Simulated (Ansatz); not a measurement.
# CH6BNOSi: two geometries relaxed

Aim: relax the geometries before and after the inversion of the pyramid at N5, and see whether they are two minima and how far apart in energy. SMILES of the start: CB1O[SiH]1N.

All numbers below are computed with Ansatz 0.2.0 (RKS B3LYP-D4/def2-SVP).

## Step 1: Starting point

Bond lengths: C1–B2 1.571 Å, B2–O3 1.437 Å, B2–Si4 2.042 Å, O3–Si4 1.647 Å, Si4–N5 1.777 Å, C1–H6 1.179 Å, C1–H7 1.066 Å, C1–H8 1.113 Å, Si4–H9 1.491 Å, N5–H10 1.040 Å, N5–H11 1.025 Å. Angles (14 of 19 angles, heavy atoms first): C1–B2–O3 146.7°, C1–B2–Si4 143.4°, O3–B2–Si4 53.1°, B2–O3–Si4 82.7°, B2–Si4–O3 44.2°, B2–Si4–N5 113.7°, O3–Si4–N5 110.6°, B2–C1–H6 105.9°, B2–C1–H7 111.4°, B2–C1–H8 108.3°, B2–Si4–H9 125.0°, O3–Si4–H9 109.3°, N5–Si4–H9 121.3°, Si4–N5–H10 104.8°.

Structure file:

```xyz
11

C    -1.2400   -1.6101    0.2840
B    -0.2025   -0.5779    0.8550
O     1.1819   -0.2713    1.0878
Si    0.7478    1.1849    0.4536
N     1.3069    1.3276   -1.2269
H    -2.2873   -1.0691    0.3196
H    -1.2698   -2.4974    0.8738
H    -1.0044   -1.7853   -0.7900
H     1.0178    2.2569    1.4535
H     1.0728    2.3032   -1.5025
H     0.7422    0.6816   -1.7870
```

## Step 2: Relaxing end A

Input file input.yaml:

```yaml
crystal:
  periodic: [false, false, false]
  atoms:
    - { symbol: C, position_ang: [-1.24, -1.6101, 0.284] }
    - { symbol: B, position_ang: [-0.2025, -0.5779, 0.855] }
    - { symbol: O, position_ang: [1.1819, -0.2713, 1.0878] }
    - { symbol: Si, position_ang: [0.7478, 1.1849, 0.4536] }
    - { symbol: "N", position_ang: [1.3069, 1.3276, -1.2269] }
    - { symbol: H, position_ang: [-2.2873, -1.0691, 0.3196] }
    - { symbol: H, position_ang: [-1.2698, -2.4974, 0.8738] }
    - { symbol: H, position_ang: [-1.0044, -1.7853, -0.79] }
    - { symbol: H, position_ang: [1.0178, 2.2569, 1.4535] }
    - { symbol: H, position_ang: [1.0728, 2.3032, -1.5025] }
    - { symbol: H, position_ang: [0.7422, 0.6816, -1.787] }
basis:
  gaussian: { orbitals: def2-SVP }
hamiltonian:
  xc: b3lyp
  dispersion: d4
relax:
  f_tol: 0.015
  max_steps: 40
output:
  orbitals: {}
```

Started as:

```console
ansatz run input.yaml --threads 2 --pin off --max-ram 3072MiB --backend cpu --events-out ev --progress --plain --runs-dir out
```

The log of the run (excerpt; [...] marks lines left out):

```text
Warning: RAYON_NUM_THREADS=2 ignored (pool sized by the plan → 2); use --threads N
[...]
Functional definition: B3LYP
[...]
1128 factors; integrals over basis functions are off by at most 3.2e-4 eV
[...]
mean field -13220.14195610 eV, -485.8312559527 hartree, gradient 7.2e-5 eV, S^2 0.000000; 0 other end points of the search recorded, 0 dependent functions left out
[...]
reference -13220.14221459 eV, -485.8312654521 hartree; 23, 23 occupied and 81, 81 virtual orbitals, 1128 factors
relax step   1: F+E_penalty+E_count = -13220.47750066 eV  Δ(F+E_penalty+E_count) = +0.000e0 eV  max|allowed force component| = 4.349e0 eV/Å  Δτ_max = 0.0000 Å  (28 SCF iters, accepted)
[...]
relax step   3: F+E_penalty+E_count = -13221.70863968 eV  Δ(F+E_penalty+E_count) = -2.952e-1 eV  max|allowed force component| = 9.087e-1 eV/Å  Δτ_max = 0.1925 Å  (30 SCF iters, accepted)
[...]
relax step   5: F+E_penalty+E_count = -13221.85066456 eV  Δ(F+E_penalty+E_count) = -1.881e-2 eV  max|allowed force component| = 1.660e0 eV/Å  Δτ_max = 0.1982 Å  (31 SCF iters, accepted)
[...]
relax step   7: F+E_penalty+E_count = -13221.92992337 eV  Δ(F+E_penalty+E_count) = +9.231e-3 eV  max|allowed force component| = 7.750e-1 eV/Å  Δτ_max = 0.2000 Å  (28 SCF iters, rejected (line search))
[...]
relax step   9: F+E_penalty+E_count = -13221.97932143 eV  Δ(F+E_penalty+E_count) = -1.288e-2 eV  max|allowed force component| = 1.512e-1 eV/Å  Δτ_max = 0.1000 Å  (30 SCF iters, accepted)
[...]
relax step  10: F+E_penalty+E_count = -13221.96546089 eV  Δ(F+E_penalty+E_count) = +1.386e-2 eV  max|allowed force component| = 3.850e-1 eV/Å  Δτ_max = 0.1500 Å  (29 SCF iters, rejected (line search))
[...]
1128 factors; integrals over basis functions are off by at most 5.0e-4 eV
mean field -13221.65709877 eV, -485.8869364186 hartree, gradient 2.5e-5 eV, S^2 0.000000; 0 other end points of the search recorded, 0 dependent functions left out
[...]
reference -13221.65736088 eV, -485.8869460510 hartree; 23, 23 occupied and 81, 81 virtual orbitals, 1128 factors
```

## Step 3: The log goes on: end point A relaxed

Output, continued (excerpt; [...] marks lines left out):

```text
relax step  11: F+E_penalty+E_count = -13221.98518656 eV  Δ(F+E_penalty+E_count) = -5.865e-3 eV  max|allowed force component| = 1.402e-1 eV/Å  Δτ_max = 0.0725 Å  (31 SCF iters, accepted)
[...]
relax step  17: F+E_penalty+E_count = -13221.98792164 eV  Δ(F+E_penalty+E_count) = -1.507e-4 eV  max|allowed force component| = 3.182e-2 eV/Å  Δτ_max = 0.0171 Å  (31 SCF iters, accepted)
[...]
relax step  18: F+E_penalty+E_count = -13221.98798491 eV  Δ(F+E_penalty+E_count) = -6.327e-5 eV  max|allowed force component| = 9.494e-3 eV/Å  Δτ_max = 0.0130 Å  (25 SCF iters, accepted)
1128 factors; integrals over basis functions are off by at most 5.2e-4 eV
mean field -13221.65997305 eV, -485.8870420467 hartree, gradient 1.4e-5 eV, S^2 0.000000; 1 other end points of the search recorded, 0 dependent functions left out
[...]
Atom 1 at    -0.342130    -0.540618     0.466180 Å, force     0.004974    -0.004302     0.003768 eV/Å
Atom 2 at     0.911362    -0.378799     0.910268 Å, force    -0.004349    -0.000041    -0.001989 eV/Å
Atom 3 at     0.423403     1.195315     0.165046 Å, force     0.000458     0.003662     0.002086 eV/Å
Atom 4 at     1.280123     1.711698    -1.225004 Å, force    -0.001865     0.000465    -0.004136 eV/Å
Atom 5 at    -2.278231    -1.470212     0.959620 Å, force     0.008762    -0.002386    -0.004121 eV/Å
Atom 6 at    -0.904358    -2.626139     0.960483 Å, force    -0.003303     0.006232    -0.003513 eV/Å
Atom 7 at    -1.598188    -2.015075    -0.576540 Å, force     0.001269     0.002006     0.009494 eV/Å
Atom 8 at     0.611692     2.245561     1.197192 Å, force    -0.000740     0.000314    -0.000109 eV/Å
Atom 9 at     2.093479     2.316713    -1.173715 Å, force     0.002945     0.000748     0.000868 eV/Å
Atom 10 at     1.200993     1.246691    -2.122313 Å, force     0.000314    -0.000400     0.000618 eV/Å
Dipole moment:    -0.000308     0.150068    -0.362807 e Å
```

Run time: 39 s. Hardware: 2 threads of AMD EPYC 7R13 (Zen 3), shared host; peak memory 0.25 GiB.

The steps of the relaxation:

```csv
step,energy from step 1 (eV),largest force component (eV/Å)
1,0.0000,4.3494
2,-0.9359,2.1410
3,-1.2311,0.9087
4,-1.3544,0.5334
5,-1.3732,1.6605
6,-1.4617,0.3121
7x,-1.4524,0.7750
8,-1.4889,0.4448
9,-1.5018,0.1512
10x,-1.4880,0.3850
11,-1.5077,0.1402
12,-1.5090,0.0315
13,-1.5095,0.0311
14,-1.5098,0.0398
15,-1.5101,0.0575
16,-1.5103,0.0551
17,-1.5104,0.0318
18,-1.5105,0.0095
```

Step 1 is the start. 2 steps were tried and not accepted (marked x).

After: Bond lengths: C1–B2 1.557 Å, B2–O3 1.340 Å, B2–Si4 1.921 Å, O3–Si4 1.809 Å, Si4–N5 1.713 Å, C1–H6 1.104 Å, C1–H7 1.103 Å, C1–H8 1.104 Å, Si4–H9 1.485 Å, N5–H10 1.015 Å, N5–H11 1.014 Å. Angles (14 of 19 angles, heavy atoms first): C1–B2–O3 133.6°, C1–B2–Si4 161.8°, O3–B2–Si4 64.5°, B2–O3–Si4 73.5°, B2–Si4–O3 42.0°, B2–Si4–N5 126.8°, O3–Si4–N5 117.5°, B2–C1–H6 110.7°, B2–C1–H7 111.7°, B2–C1–H8 110.3°, B2–Si4–H9 125.5°, O3–Si4–H9 107.2°, N5–Si4–H9 106.7°, Si4–N5–H10 122.7°.

## Step 4: Relaxing end B

The second end starts from a geometry with the move made by hand.

Changes to input.yaml since step 2:

```diff
@@ -12,4 +12,4 @@
     - { symbol: H, position_ang: [1.0178, 2.2569, 1.4535] }
-    - { symbol: H, position_ang: [1.0728, 2.3032, -1.5025] }
-    - { symbol: H, position_ang: [0.7422, 0.6816, -1.787] }
+    - { symbol: H, position_ang: [2.09497, 2.0058, -1.18768] }
+    - { symbol: H, position_ang: [1.67353, 0.41063, -1.50016] }
 basis:
@@ -22,3 +22 @@
   max_steps: 40
-output:
-  orbitals: {}
```

Started as:

```console
ansatz run input.yaml --threads 2 --pin off --max-ram 3072MiB --backend cpu --events-out ev --progress --plain --runs-dir out
```

The log of the run (excerpt; [...] marks lines left out):

```text
Warning: RAYON_NUM_THREADS=2 ignored (pool sized by the plan → 2); use --threads N
[...]
Functional definition: B3LYP
[...]
1128 factors; integrals over basis functions are off by at most 3.9e-4 eV
[...]
mean field -13220.13363203 eV, -485.8309500488 hartree, gradient 7.5e-5 eV, S^2 0.000000; 0 other end points of the search recorded, 0 dependent functions left out
[...]
reference -13220.13389253 eV, -485.8309596220 hartree; 23, 23 occupied and 81, 81 virtual orbitals, 1128 factors
relax step   1: F+E_penalty+E_count = -13220.46942195 eV  Δ(F+E_penalty+E_count) = +0.000e0 eV  max|allowed force component| = 4.538e0 eV/Å  Δτ_max = 0.0000 Å  (28 SCF iters, accepted)
[...]
relax step   5: F+E_penalty+E_count = -13221.96054821 eV  Δ(F+E_penalty+E_count) = -9.478e-2 eV  max|allowed force component| = 2.862e-1 eV/Å  Δτ_max = 0.1637 Å  (29 SCF iters, accepted)
[...]
Atom 1 at    -0.269732    -0.537452     0.487910 Å, force    -0.000438     0.001606     0.007301 eV/Å
Atom 2 at     0.908556    -0.426730     1.115230 Å, force    -0.001989     0.000468    -0.004471 eV/Å
Atom 3 at     0.658013     1.122983     0.215948 Å, force     0.004129     0.001415     0.001008 eV/Å
Atom 4 at     1.754299     1.490681    -1.047757 Å, force    -0.002192    -0.002992     0.001504 eV/Å
Atom 5 at    -2.321506    -1.304600     0.724803 Å, force     0.002419     0.000876    -0.000167 eV/Å
Atom 6 at    -1.054160    -2.545209     1.001018 Å, force     0.000496     0.000841    -0.000083 eV/Å
Atom 7 at    -1.460902    -1.991528    -0.655408 Å, force    -0.000639     0.000467     0.000499 eV/Å
Atom 8 at     0.762789     2.224631     1.205825 Å, force    -0.002015    -0.002134    -0.003554 eV/Å
Atom 9 at     2.594517     2.040773    -0.900052 Å, force     0.001122     0.000531    -0.000071 eV/Å
Atom 10 at     1.781733     0.970763    -1.917652 Å, force    -0.000271     0.001487     0.001127 eV/Å
Dipole moment:     0.066880     0.123255    -0.364645 e Å
```

Wall time 35 s (2 threads of AMD EPYC 7R13 (Zen 3), shared host); peak memory 0.25 GiB.

Step by step:

```csv
step,energy from step 1 (eV),largest force component (eV/Å)
1,0.0000,4.5384
2,-0.9812,2.1896
3,-1.2874,1.2750
4,-1.3963,0.9411
5,-1.4911,0.2862
6,-1.5100,0.2596
7,-1.5148,0.0912
8x,-1.5147,0.1684
9,-1.5161,0.0340
10x,-1.5158,0.1905
11,-1.5171,0.0284
12,-1.5175,0.0507
13,-1.5179,0.0375
14,-1.5182,0.0288
15,-1.5184,0.0404
16,-1.5185,0.0267
17,-1.5186,0.0073
```

Step 1 is the start. 2 steps were tried and not accepted (marked x).

After: Bond lengths: C1–B2 1.557 Å, B2–O3 1.339 Å, B2–Si4 1.921 Å, O3–Si4 1.809 Å, Si4–N5 1.713 Å, C1–H6 1.103 Å, C1–H7 1.102 Å, C1–H8 1.104 Å, Si4–H9 1.485 Å, N5–H10 1.015 Å, N5–H11 1.014 Å. Angles (14 of 19 angles, heavy atoms first): C1–B2–O3 133.7°, C1–B2–Si4 161.8°, O3–B2–Si4 64.5°, B2–O3–Si4 73.5°, B2–Si4–O3 41.9°, B2–Si4–N5 126.8°, O3–Si4–N5 117.5°, B2–C1–H6 110.7°, B2–C1–H7 111.7°, B2–C1–H8 110.4°, B2–Si4–H9 125.5°, O3–Si4–H9 107.1°, N5–Si4–H9 106.7°, Si4–N5–H10 122.6°.

## Step 5: Summary of results

| quantity | value |
| --- | --- |
| end A | 15 moves, 1.510 eV lower |
| end B | 14 moves, 1.519 eV lower |
| largest difference between the ends | 0.00 Å |
| end B relative to end A | -0.000 eV |

In words: The two relaxations end at one structure, within 0.00 Å: no second minimum was found from this start, which doesn't rule one out.
